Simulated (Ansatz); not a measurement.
The system is Ta3AsAu2O13.

```xyz
19
Lattice="5.7238 -0.0075 -0.0040 1.3028 6.2550 0.0056 0.2757 1.3007 8.3675" Properties=species:S:1:pos:R:3 pbc="T T T"
Ta    1.8016    2.6675    4.8901
Ta    0.6106    1.9943    8.3559
Ta    4.2828    4.5395    4.2252
As    4.7578    6.6860    6.9518
Au    3.4916    0.8150    1.5556
Au    1.4492    5.7148    3.7432
O     4.8936    5.2811    5.9496
O     3.3221    1.7411    5.8246
O     6.2809    6.7422    7.6940
O     3.3672    6.6706    7.9235
O     4.5687    1.8638    0.2577
O     1.7240    1.5064    0.9269
O     0.9962    1.2256    4.1088
O     3.3758    2.9946    3.6400
O     0.9058    2.6910    6.5776
O     6.1615    3.9169    3.8186
O     4.0664    5.7780    2.9290
O     2.4385    4.7506    5.2300
O     6.5613    6.2408    1.8957
```

The cell was built by a generator and needn't be a form met in nature.

* Program: Ansatz 0.2.0
* Task: relaxation of cell and atoms
* Functional: PBE
* Dispersion: D3(BJ)
* Potentials or basis: Ansatz PAW
* Cutoff: 420 eV (not typed: the program's choice for these potentials)
* k mesh: 4 × 3 × 3
* Occupations: fermi-dirac, width 0.05 eV
* Spin: no spin polarisation

At the start: volume 15.77 Å³/atom.

Q: How do energy, volume and symmetry change on relaxing?

A: It ends after 13 steps and the volume is 15.22 Å³/atom (-3.5 %); space group P1 (No. 1, to 0.05 Å).

The path:
| step | energy change (eV) | largest force (eV/Å) | volume (Å³) |
| --- | --- | --- | --- |
| 1 | 0.0000 | 0.0345 | 299.62 |
| 2 | -0.0757 | 0.2488 | 289.29 |
| 3 | -0.0794 | 0.0898 | 290.91 |
| 4 | -0.0810 | 0.0634 | 290.84 |
| 5 | -0.0847 | 0.0259 | 290.19 |
| 6 | -0.0848 | 0.0183 | 290.18 |
| 7 | -0.0850 | 0.0128 | 290.15 |
| 8 | -0.0587 | 0.0128 | 290.15 |
| 9 | -0.0644 | 0.0215 | 288.73 |
| 10 | -0.0633 | 0.0188 | 289.08 |
| 11 | -0.0633 | 0.0164 | 289.09 |
| 12 | -0.0633 | 0.0027 | 289.09 |
| 13 | -0.0599 | 0.0027 | 289.09 |

Final structure:
```cif
data_structure
_symmetry_space_group_name_H-M 'P 1'
_symmetry_Int_Tables_number 1
_cell_length_a 5.6871
_cell_length_b 6.3094
_cell_length_c 8.3467
_cell_angle_alpha 81.775
_cell_angle_beta 87.740
_cell_angle_gamma 77.246
_cell_volume 289.09
loop_
_atom_site_label
_atom_site_type_symbol
_atom_site_fract_x
_atom_site_fract_y
_atom_site_fract_z
_atom_site_occupancy
Ta1 Ta 0.22025 0.30453 0.58480 1
Ta2 Ta 0.02876 0.11728 0.00128 1
Ta3 Ta 0.58513 0.61738 0.50129 1
As1 As 0.59283 0.89192 0.83225 1
Au1 Au 0.57258 0.09820 0.18768 1
Au2 Au 0.04210 0.82067 0.44608 1
O1 O 0.66736 0.68442 0.71294 1
O2 O 0.52184 0.12869 0.69490 1
O3 O 0.85926 0.88488 0.91828 1
O4 O 0.34794 0.87133 0.95074 1
O5 O 0.71946 0.30263 0.03265 1
O6 O 0.23546 0.23053 0.11628 1
O7 O 0.12696 0.09303 0.49097 1
O8 O 0.48730 0.38084 0.43102 1
O9 O 0.05783 0.27220 0.78722 1
O10 O 0.93858 0.52990 0.44937 1
O11 O 0.49739 0.84957 0.34612 1
O12 O 0.25178 0.63092 0.62539 1
O13 O 0.91569 0.95397 0.22574 1
```

Caveat: the plane-wave basis is chosen anew once the cell has moved, so the energies of steps on either side of that aren't comparable; the pressure holds a Pulay correction of +0.6 GPa for the finite cutoff.
